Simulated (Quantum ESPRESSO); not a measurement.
# Si (Fd-3m) in Quantum ESPRESSO: a series of runs, part 2 of 2

Quantum ESPRESSO 7.5. The steps go on from the part before.

## (3) Phonons, PBE

pw.in reads:

```
&CONTROL
  calculation = 'scf'
  prefix = 'pwscf'
  outdir = './tmp'
  pseudo_dir = './pseudo'
  tprnfor = .true.
  tstress = .true.
  disk_io = 'low'
/
&SYSTEM
  ibrav = 0
  nat = 2
  ntyp = 1
  ecutwfc = 45
  ecutrho = 360
  nbnd = 9
  occupations = 'smearing'
  smearing = 'fd'
  degauss = 0.00367493
/
&ELECTRONS
  conv_thr = 4d-10
  electron_maxstep = 120
  mixing_beta = 0.5
/
ATOMIC_SPECIES
Si    28.0850 si_pbe_v1.uspp.F.UPF
CELL_PARAMETERS angstrom
   0.0000000000    2.7150000000    2.7150000000
   2.7150000000    0.0000000000    2.7150000000
   2.7150000000    2.7150000000    0.0000000000
ATOMIC_POSITIONS crystal
Si     0.0000000000    0.0000000000    0.0000000000
Si     0.2500000000    0.2500000000    0.2500000000
K_POINTS automatic
8 8 8 0 0 0
```

relax.in reads:

```
&CONTROL
  calculation = 'vc-relax'
  prefix = 'pwscf'
  outdir = './tmp'
  pseudo_dir = './pseudo'
  tprnfor = .true.
  tstress = .true.
  disk_io = 'low'
  nstep = 40
  forc_conv_thr = 0.0001
  etot_conv_thr = 1d-06
/
&SYSTEM
  ibrav = 0
  nat = 2
  ntyp = 1
  ecutwfc = 45
  ecutrho = 360
  nbnd = 9
  occupations = 'smearing'
  smearing = 'fd'
  degauss = 0.00367493
/
&ELECTRONS
  conv_thr = 4d-10
  electron_maxstep = 120
  mixing_beta = 0.5
/
&IONS
  ion_dynamics = 'bfgs'
/
&CELL
  cell_dynamics = 'bfgs'
  press = 0
  press_conv_thr = 0.2
/
ATOMIC_SPECIES
Si    28.0850 si_pbe_v1.uspp.F.UPF
CELL_PARAMETERS angstrom
   0.0000000000    2.7150000000    2.7150000000
   2.7150000000    0.0000000000    2.7150000000
   2.7150000000    2.7150000000    0.0000000000
ATOMIC_POSITIONS crystal
Si     0.0000000000    0.0000000000    0.0000000000
Si     0.2500000000    0.2500000000    0.2500000000
K_POINTS automatic
8 8 8 0 0 0
```

scf2.in reads:

```
&CONTROL
  calculation = 'scf'
  prefix = 'pwscf'
  outdir = './tmp'
  pseudo_dir = './pseudo'
  tprnfor = .true.
  tstress = .true.
  disk_io = 'low'
/
&SYSTEM
  ibrav = 0
  nat = 2
  ntyp = 1
  ecutwfc = 45
  ecutrho = 360
  nbnd = 9
  occupations = 'fixed'
/
&ELECTRONS
  conv_thr = 1d-13
  electron_maxstep = 120
  mixing_beta = 0.5
  startingpot = 'file'
  startingwfc = 'file'
/
ATOMIC_SPECIES
Si    28.0850 si_pbe_v1.uspp.F.UPF
CELL_PARAMETERS angstrom
   0.0000000000    2.7339763633    2.7339763633
   2.7339763633    0.0000000000    2.7339763633
   2.7339763633    2.7339763633    0.0000000000
ATOMIC_POSITIONS crystal
Si     0.0000000000    0.0000000000    0.0000000000
Si     0.2500000000    0.2500000000    0.2500000000
K_POINTS automatic
8 8 8 0 0 0
```

ph.in reads:

```
phonons of Si
&INPUTPH
  prefix = 'pwscf'
  outdir = './tmp'
  tr2_ph = 1d-18
  fildyn = 'dyn'
  niter_ph = 90
  alpha_mix(1) = 0.7
  epsil = .true.
/
0.0000000000 0.0000000000 0.0000000000
```

dynmat.in reads:

```
&INPUT
  fildyn = 'dyn'
  asr = 'crystal'
  lperm = .true.
  filout = 'dynmat.disp'
  fileig = 'dynmat.eig'
/
```

dynmat_lo.in reads:

```
&INPUT
  fildyn = 'dyn'
  asr = 'crystal'
  filout = 'dynmat_lo.disp'
  fileig = 'dynmat_lo.eig'
  q(1) = 0
  q(2) = 0
  q(3) = 1
/
```

Potentials or basis: GBRV 1.5 PBE.

Command:

```console
> OMP_NUM_THREADS=1 pw.x -in pw.in > pw.out
> OMP_NUM_THREADS=1 pw.x -in relax.in > relax.out
> OMP_NUM_THREADS=1 pw.x -in scf2.in > scf2.out
> OMP_NUM_THREADS=1 ph.x -in ph.in > ph.out
> OMP_NUM_THREADS=1 dynmat.x -in dynmat.in > dynmat.out
> OMP_NUM_THREADS=1 dynmat.x -in dynmat_lo.in > dynmat_lo.out
```

pw.out:

```text
This program is part of the open-source Quantum ESPRESSO suite
     for quantum simulation of materials; please cite
         "P. Giannozzi et al., J. Phys.:Condens. Matter 21 395502 (2009);
         "P. Giannozzi et al., J. Phys.:Condens. Matter 29 465901 (2017);
         "P. Giannozzi et al., J. Chem. Phys. 152 154105 (2020);
     in publications or presentations arising from this work. More details at

     Message from routine setup:
     using ibrav=0 with symmetry is DISCOURAGED, use correct ibrav instead

     G-vector sticks info
     --------------------
     sticks:   dense  smooth     PW     G-vecs:    dense   smooth      PW
     Sum        1285     649    199                30923    11017    1917

     Using Slab Decomposition

     bravais-lattice index     =            0
     lattice parameter (alat)  =       7.2558  a.u.
     unit-cell volume          =     270.1072 (a.u.)^3
     number of atoms/cell      =            2
     number of atomic types    =            1
     number of electrons       =         8.00
     number of Kohn-Sham states=            9
     kinetic-energy cutoff     =      45.0000  Ry
     charge density cutoff     =     360.0000  Ry
     scf convergence threshold =      4.0E-10
     mixing beta               =       0.5000
     number of iterations used =            8  plain     mixing
     Exchange-correlation= SLA  PW   PBE  PBE
                           (   1   4   3   4   0   0   0)

     celldm(1)=   7.255773  celldm(2)=   0.000000  celldm(3)=   0.000000
     celldm(4)=   0.000000  celldm(5)=   0.000000  celldm(6)=   0.000000

     crystal axes: (cart. coord. in units of alat)
               a(1) = (   0.000000   0.707107   0.707107 )
               a(2) = (   0.707107   0.000000   0.707107 )
               a(3) = (   0.707107   0.707107   0.000000 )

     reciprocal axes: (cart. coord. in units 2 pi/alat)
               b(1) = ( -0.707107  0.707107  0.707107 )
               b(2) = (  0.707107 -0.707107  0.707107 )
               b(3) = (  0.707107  0.707107 -0.707107 )

     PseudoPot. # 1 for Si read from file:
     si_pbe_v1.uspp.F.UPF
     Pseudo is Ultrasoft + core correction, Zval =  4.0
     Generated by new atomic code, or converted to UPF format
     Using radial grid of  899 points,  6 beta functions with:
                l(1) =   0
                l(2) =   0
                l(3) =   1
                l(4) =   1
                l(5) =   2
                l(6) =   2
     Q(r) pseudized with  8 coefficients,  rinner =    0.900   0.900   0.900
                                                       0.900   0.900

     atomic species   valence    mass     pseudopotential
     Si                4.00    28.08500     Si( 1.00)

     48 Sym. Ops., with inversion, found (24 have fractional translation)

   Cartesian axes

     site n.     atom                  positions (alat units)
         1        Si     tau(   1) = (   0.0000000   0.0000000   0.0000000  )
         2        Si     tau(   2) = (   0.3535534   0.3535534   0.3535534  )

     number of k points=    29  Fermi-Dirac smearing, width (Ry)=  0.0037
                       cart. coord. in units 2pi/alat
        k(    1) = (   0.0000000   0.0000000   0.0000000), wk =   0.0039062
        k(    2) = (   0.0883883   0.0883883  -0.0883883), wk =   0.0312500
        k(    3) = (   0.1767767   0.1767767  -0.1767767), wk =   0.0312500
        k(    4) = (   0.2651650   0.2651650  -0.2651650), wk =   0.0312500
        k(    5) = (  -0.3535534  -0.3535534   0.3535534), wk =   0.0156250
        k(    6) = (   0.1767767   0.0000000   0.0000000), wk =   0.0234375
[... 21 lines left out ...]
        k(   28) = (  -0.7071068   0.1767767  -0.0000000), wk =   0.0468750
        k(   29) = (  -0.7071068   0.3535534   0.0000000), wk =   0.0234375

     Dense  grid:    30923 G-vectors     FFT dimensions: (  48,  48,  48)

     Smooth grid:    11017 G-vectors     FFT dimensions: (  32,  32,  32)

     Initial potential from superposition of free atoms

     starting charge       7.9987, renormalised to       8.0000
     Starting wfcs are    8 randomized atomic wfcs +    1 random wfcs

     Self-consistent Calculation

     iteration #  1     ecut=    45.00 Ry     beta= 0.50
     Davidson diagonalization with overlap
     ethr =  1.00E-02,  avg # of iterations =  5.0

     Threshold (ethr) on eigenvalues was too large:
     Diagonalizing with lowered threshold

     Davidson diagonalization with overlap
     ethr =  6.84E-04,  avg # of iterations =  1.1

     total energy              =     -19.19264032 Ry
     estimated scf accuracy    <       0.05642103 Ry

     iteration #  2     ecut=    45.00 Ry     beta= 0.50
     Davidson diagonalization with overlap
     ethr =  7.05E-04,  avg # of iterations =  1.0
[... 29 lines left out ...]
     total energy              =     -19.19283681 Ry
     estimated scf accuracy    <          2.6E-09 Ry

     iteration #  7     ecut=    45.00 Ry     beta= 0.50
     Davidson diagonalization with overlap
     ethr =  3.28E-11,  avg # of iterations =  2.5

     End of self-consistent calculation

          k = 0.0000 0.0000 0.0000 (  1411 PWs)   bands (ev):

    -5.7641   6.1973   6.1973   6.1973   8.7637   8.7637   8.7637   9.5625
    14.1589

          k = 0.0884 0.0884-0.0884 (  1387 PWs)   bands (ev):

    -5.5600   4.5989   5.9083   5.9083   8.7020   9.1881   9.1881  10.9088
    13.4480

          k = 0.1768 0.1768-0.1768 (  1375 PWs)   bands (ev):
[... 6 lines left out ...]
    -4.0707   0.2505   5.1101   5.1101   7.8658   9.6538   9.6538  14.0844
    14.7881

          k =-0.3536-0.3536 0.3536 (  1380 PWs)   bands (ev):

    -3.4329  -0.7719   4.9981   4.9981   7.7379   9.5432   9.5432  13.9304
    16.7558

          k = 0.1768 0.0000 0.0000 (  1387 PWs)   bands (ev):

    -5.4912   4.8637   5.3907   5.3907   8.2126   9.9040   9.9040  10.5956
    12.7148

          k = 0.2652 0.0884-0.0884 (  1370 PWs)   bands (ev):

    -5.0225   2.9734   4.8788   4.9551   8.3490   9.9079  10.6689  10.9548
    13.7063

          k = 0.3536 0.1768-0.1768 (  1382 PWs)   bands (ev):
[... 11 lines left out ...]
    -3.5908  -0.1799   3.7362   4.9313   8.5616   9.8256  10.0713  14.1172
    14.3023

          k =-0.0884-0.2652 0.2652 (  1374 PWs)   bands (ev):

    -4.5139   1.5721   3.8872   5.4230   8.9196   9.8787  10.0584  12.4997
    12.6815

          k = 0.0000-0.1768 0.1768 (  1375 PWs)   bands (ev):

    -5.2238   3.5137   4.5694   5.9042   9.2425   9.3247   9.5603  11.7493
    12.5518

          k = 0.3536 0.0000 0.0000 (  1355 PWs)   bands (ev):

    -4.6822   2.6803   4.3075   4.3075   7.3318   9.3368  11.9576  11.9576
    14.2636

          k = 0.4419 0.0884-0.0884 (  1375 PWs)   bands (ev):

    -3.9722   1.2565   3.5273   3.9892   7.5528   9.0980  12.1983  12.4704
    16.1846

          k =-0.1768-0.5303 0.5303 (  1374 PWs)   bands (ev):

    -3.0462  -0.1854   2.6641   3.9923   7.7227  10.6511  11.9455  12.1217
    16.4125

          k =-0.0884-0.4419 0.4419 (  1371 PWs)   bands (ev):

    -2.8420  -0.4437   2.2056   4.3107   8.0471  11.6668  11.6824  13.1615
    14.2178

          k = 0.0000-0.3536 0.3536 (  1368 PWs)   bands (ev):

    -3.7204   0.7171   2.4458   4.8693   8.6521  10.9906  11.3350  12.3469
    12.6550

          k = 0.5303-0.0000 0.0000 (  1363 PWs)   bands (ev):

    -3.3697   0.4519   3.5908   3.5908   6.8175   7.7435  14.2411  14.2411
    16.9237

          k =-0.0884-0.6187 0.6187 (  1368 PWs)   bands (ev):

    -2.4724  -0.6331   2.7624   3.5145   7.0974   8.1700  14.4671  14.5546
    16.9632

          k = 0.0000-0.5303 0.5303 (  1360 PWs)   bands (ev):

    -2.0337  -1.0297   1.8968   3.7721   7.4069  10.3312  13.6698  14.2151
    14.4341

          k =-0.7071 0.0000 0.0000 (  1362 PWs)   bands (ev):

    -1.6198  -1.6198   3.3450   3.3450   6.9129   6.9129  16.3083  16.3083
    17.1797

          k = 0.3536 0.1768 0.0000 (  1371 PWs)   bands (ev):

    -4.4347   1.9079   3.4851   4.7698   8.6488  10.1032  10.3980  11.7027
    13.9937

          k =-0.2652-0.4419 0.6187 (  1379 PWs)   bands (ev):

    -3.5465   0.3560   2.8772   4.2683   9.0794   9.7563  11.2215  12.1383
    15.2241

          k =-0.1768-0.3536 0.5303 (  1382 PWs)   bands (ev):
[... 6 lines left out ...]
    -3.1711   0.2330   2.8360   3.4387   8.1490   8.8497  11.9555  14.1906
    16.3790

          k =-0.0884-0.4419 0.6187 (  1380 PWs)   bands (ev):

    -2.2963  -0.7350   2.1381   3.2381   8.5909  10.4839  11.4784  13.6407
    14.6054

          k = 0.0000-0.3536 0.5303 (  1375 PWs)   bands (ev):

    -2.6470  -0.3718   1.9713   3.6140   9.0707  10.7465  11.4171  13.2318
    14.0718

          k =-0.7071 0.1768-0.0000 (  1370 PWs)   bands (ev):

    -1.5418  -1.5418   2.7815   2.7815   8.1731   8.1731  14.0477  14.0477
    16.7769

          k =-0.7071 0.3536 0.0000 (  1384 PWs)   bands (ev):

    -1.4560  -1.4560   2.3459   2.3459  10.4725  10.4725  11.2041  11.2041
    16.7801

     the Fermi energy is     6.4869 ev

!    total energy              =     -19.19283681 Ry
     estimated scf accuracy    <          1.9E-10 Ry
     smearing contrib. (-TS)   =      -0.00000200 Ry
     internal energy E=F+TS    =     -19.19283481 Ry

     The total energy is F=E-TS. E is the sum of the following terms:
     one-electron contribution =       5.11156912 Ry
     hartree contribution      =       1.11641190 Ry
     xc contribution           =      -8.62187209 Ry
     ewald contribution        =     -16.79894373 Ry

     convergence has been achieved in   7 iterations

     Forces acting on atoms (cartesian axes, Ry/au):

     atom    1 type  1   force =    -0.00000000   -0.00000000    0.00000000
     atom    2 type  1   force =    -0.00000000    0.00000000    0.00000000

     Total force =     0.000000     Total SCF correction =     0.000000

     Computing stress (Cartesian axis) and pressure

          total   stress  (Ry/bohr**3)                   (kbar)     P=       19.40
   0.00013190   0.00000000   0.00000000           19.40        0.00        0.00
   0.00000000   0.00013190   0.00000000            0.00       19.40        0.00
   0.00000000   0.00000000   0.00013190            0.00        0.00       19.40

=------------------------------------------------------------------------------=
   JOB DONE.
=------------------------------------------------------------------------------=
```

It took 2.3 min on 1 thread of AMD EPYC 7R43 (Zen 3), shared host; peak memory 0.15 GiB.

Results:

- Free energy: -261.1368 eV
- Relaxed volume: 20.44 Å³/atom
- Relaxed cell: a = 3.866 Å, b = 3.866 Å, c = 3.866 Å, α = 60.00°, β = 60.00°, γ = 60.00°
- Space group after relaxing (to 0.05 Å): Fd-3m (No. 227)
- Pressure after relaxing: 0.0 GPa
- Band gap on the k mesh: 0.65 eV, indirect (least direct gap 2.56 eV)
- Electronic dielectric tensor (diagonal): 14.14
- Born charges (mean of the diagonal): Si -0.09 e
- Highest phonon frequency at Γ: 503 cm⁻¹
- Static dielectric tensor (diagonal): 14.14

The path:
| step | energy change (eV) | largest force (eV/Å) | pressure (GPa) | volume (Å³) |
| --- | --- | --- | --- | --- |
| 1 | 0.0000 | 0.0000 | 1.94 | 40.03 |
| 2 | -0.0036 | 0.0000 | 1.00 | 40.42 |
| 3 | -0.0050 | 0.0000 | 0.03 | 40.86 |
| 4 | -0.0050 | 0.0000 | 0.00 | 40.87 |

Final structure:
```xyz
2
Lattice="0.0000 2.7340 2.7340 2.7340 0.0000 2.7340 2.7340 2.7340 0.0000" Properties=species:S:1:pos:R:3 pbc="T T T"
Si    0.0000    0.0000    0.0000
Si    1.3670    1.3670    1.3670
```

Levels at points of the mesh, in eV from the valence-band top:
```tsv
k point	band 1	band 2	band 3	band 4	band 5	band 6	band 7	band 8
(0.00, 0.00, 0.00)	-11.82	0.00	0.00	0.00	2.56	2.56	2.56	3.13
(0.00, 0.00, -0.50)	-9.54	-6.87	-1.18	-1.18	1.47	3.35	3.35	7.71
(0.00, -0.50, -0.50)	-7.75	-7.75	-2.80	-2.80	0.76	0.76	9.93	9.93
```

Phonon frequencies in cm⁻¹ (negative: imaginary):
```
              q point        frequencies
(0.000, 0.000, 0.000)  1 1 1 503 503 503
```

Electronic dielectric tensor:
```
14.14  0.00  0.00
 0.00 14.14  0.00
 0.00  0.00 14.14
```

Born effective charge tensors (e):
atom 1, Si
```
-0.09  0.00  0.00
 0.00 -0.09  0.00
 0.00  0.00 -0.09
```
atom 2, Si
```
-0.09  0.00  0.00
 0.00 -0.09  0.00
 0.00  0.00 -0.09
```

Optical modes at Γ, degenerate ones joined, polar ones without the macroscopic field:
| cm⁻¹ | components | symmetry | active in | IR intensity, summed ((D/Å)²/amu) |
| --- | --- | --- | --- | --- |
| 503 | 3 | T2g | Raman | 0.00 |

Static dielectric tensor, electrons and zone-centre modes:
```
14.14  0.00  0.00
 0.00 14.14  0.00
 0.00  0.00 14.14
```

Caveat: the mesh is thin for the dielectric tensor, Born charges and intensities, which usually come out too large; the gap is small at this level, which inflates the dielectric constant; on a mesh that holds Γ this program's dielectric tensor can be off by some percent beyond the error of the mesh; the Born charges break their sum rule by 0.17 e, a sign of too thin a mesh.
